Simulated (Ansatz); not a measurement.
# Sr: phonons and Grüneisen parameters

How does the lattice vibrate, and how do the modes shift with volume? Displacements sample a 2×2×2 mesh. Runs: cell and atoms relaxed (PAW); reference run (PAW); volume scaled by 0.980 (PAW); volume scaled by 1.020 (PAW); mode Grüneisen parameters (PAW).

Computed with Ansatz 0.2.0 (DFT PBEsol, frozen-core PAW, scalar-relativistic unless said, unless a step's input says otherwise).

### Step 1. Starting point

It takes space group P6_3/mmc (No. 194, hexagonal). The conventional cell has a = 4.310 Å, b = 4.310 Å, c = 7.050 Å, α = 90.00°, β = 90.00°, γ = 120.00°. Around Sr (site symmetry -6m2) lie 12 Sr at 4.31 Å.

Coordinates:

```
Sr
1.0
     4.31000    0.00000    0.00000
    -2.15500    3.73257    0.00000
     0.00000    0.00000    7.05000
Sr
2
Direct
  0.33333 0.66667 0.25000
  0.66667 0.33333 0.75000
```

Cartesian axes are those of the input's lattice vectors. The structure goes back to a database entry.

### Step 2. Cell and atoms relaxed, PAW

Contents of input.yaml:

```yaml
crystal:
  lattice:
    - [4.31, 0.0, 0.0]
    - [-2.155, 3.73256949031, 0.0]
    - [0.0, 0.0, 7.05]
  atoms:
    - { symbol: Sr, position: [0.333333333333, 0.666666666667, 0.25] }
    - { symbol: Sr, position: [0.666666666667, 0.333333333333, 0.75] }
kpoints:
  mp_grid: { grid: [10, 10, 6] }
scf:
  occupations: { method: fermi_dirac, width: 0.08 }
hamiltonian:
  xc: pbesol
  pseudopotentials: { kind: paw }
relax:
  f_tol: 0.002
  max_steps: 80
  cell: {}
output:
  forces: true
  stress: true
```

Launch:

```
ansatz run input.yaml --threads 1 --pin off --max-ram 3072MiB --backend cpu --events-out ev --progress --plain --runs-dir out
```

### Step 3. Reference run, PAW

Contents of input.yaml:

```yaml
crystal:
  lattice:
    - [4.19041897813, 0.0, 0.0]
    - [-2.09520948907, 3.62900928756, 0.0]
    - [0.0, 0.0, 6.88922076691]
  atoms:
    - { symbol: Sr, position: [0.333333333333, 0.666666666667, 0.25] }
    - { symbol: Sr, position: [0.666666666667, 0.333333333333, 0.75] }
kpoints:
  mp_grid: { grid: [10, 10, 6] }
scf:
  occupations: { method: fermi_dirac, width: 0.08 }
hamiltonian:
  xc: pbesol
  pseudopotentials: { kind: paw }
phonons:
  qmesh: [2, 2, 2]
  qpath:
    path:
      - [0.0, 0.0, 0.0]
      - [0.5, 0.0, 0.0]
      - [0.3333333333, 0.3333333333, 0.0]
      - [0.0, 0.0, 0.0]
      - [0.0, 0.0, 0.5]
      - [0.5, 0.0, 0.5]
      - [0.3333333333, 0.3333333333, 0.5]
      - [0.0, 0.0, 0.5]
      - [0.5, 0.0, 0.5]
    npoints: 6
  temperatures: { t_min: 0, t_max: 1000, t_step: 100 }
```

### Step 4. Volume scaled by 0.980, PAW

Edit input.yaml of step 3 so:

```diff
@@ -2,5 +2,5 @@
   lattice:
-    - [4.19041897813, 0.0, 0.0]
-    - [-2.09520948907, 3.62900928756, 0.0]
-    - [0.0, 0.0, 6.88922076691]
+    - [4.16229451342, 0.0, 0.0]
+    - [-2.08114725671, 3.60465278666, 0.0]
+    - [0.0, 0.0, 6.84298299275]
   atoms:
```

### Step 5. Volume scaled by 1.020, PAW

Edit input.yaml of step 4 so:

```diff
@@ -2,5 +2,5 @@
   lattice:
-    - [4.16229451342, 0.0, 0.0]
-    - [-2.08114725671, 3.60465278666, 0.0]
-    - [0.0, 0.0, 6.84298299275]
+    - [4.21817090596, 0.0, 0.0]
+    - [-2.10908545298, 3.65304316207, 0.0]
+    - [0.0, 0.0, 6.93484607514]
   atoms:
```

(Steps that only read results are left out.)

What does the calculation give? Wanted: highest mode on the mesh, without the LO shift; optical modes at Γ.

The runs gave:

| quantity | value |
| --- | --- |
| highest mode on the mesh, without the LO shift (PAW) | 100 cm⁻¹ |
| optical modes at Γ | 43 (E2g), 96 (B1g) cm⁻¹ |
| mean Grüneisen parameter at 300 K (PAW) | 0.97 |

In words: No mode on the mesh is unstable; the highest lies at 100 cm⁻¹ by PAW. Weighted by heat capacity at 300 K the mean Grüneisen parameter of the sampled modes is 0.97, which points to expansion on heating. Each set of modes is computed in the harmonic approximation. Cautions: frozen-core PAW files fitted under PBE, their cores solved anew for the functional of the run; responses of metals move with mesh and smearing.
